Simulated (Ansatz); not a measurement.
A run of Ansatz 0.2.0:

input.yaml

```yaml
crystal:
  lattice:
    - [6.86979606, -3.13439736, 0.0]
    - [6.80847594, 2.99761464, 0.0]
    - [-6.830977, 0.06830977, 6.847609]
  atoms:
    - { symbol: Te, position: [0.594702, 0.594702, 0.386433] }
    - { symbol: Te, position: [0.795288, 0.795288, 0.196112] }
    - { symbol: Te, position: [0.008324, 0.008324, 0.006435] }
    - { symbol: Te, position: [0.206519, 0.206519, 0.809803] }
    - { symbol: Te, position: [0.399959, 0.399959, 0.597118] }
    - { symbol: Sb, position: [0.901708, 0.901708, 0.587873] }
    - { symbol: Sb, position: [0.11187, 0.11187, 0.417352] }
    - { symbol: Ge, position: [0.284287, 0.284287, 0.18783] }
    - { symbol: Ge, position: [0.497343, 0.497343, 0.011044] }
hamiltonian:
  xc: pbe
  pseudopotentials: { kind: paw }
kpoints:
  mp_grid: { grid: [4, 4, 3] }
scf:
  occupations: { method: fermi_dirac, width: 0.05 }
output:
  forces: true
  stress: true
  eigenvalues: true
```

Potentials or basis: Ansatz PAW.

Launch:

```console
$ ansatz run input.yaml --threads 4 --pin off --max-ram 11264MiB --backend cpu --events-out ev --progress --plain --runs-dir out
```

Hardware: 4 threads of Arm Neoverse N1 (shared host).

Question: Estimate the wall time of this run.

Answer: Run time: 30 s on 4 threads of Arm Neoverse N1, with other jobs on the host, peak memory 1 GiB. Counts: scf iterations 9, plane waves 5605, k points 26, bands 83.
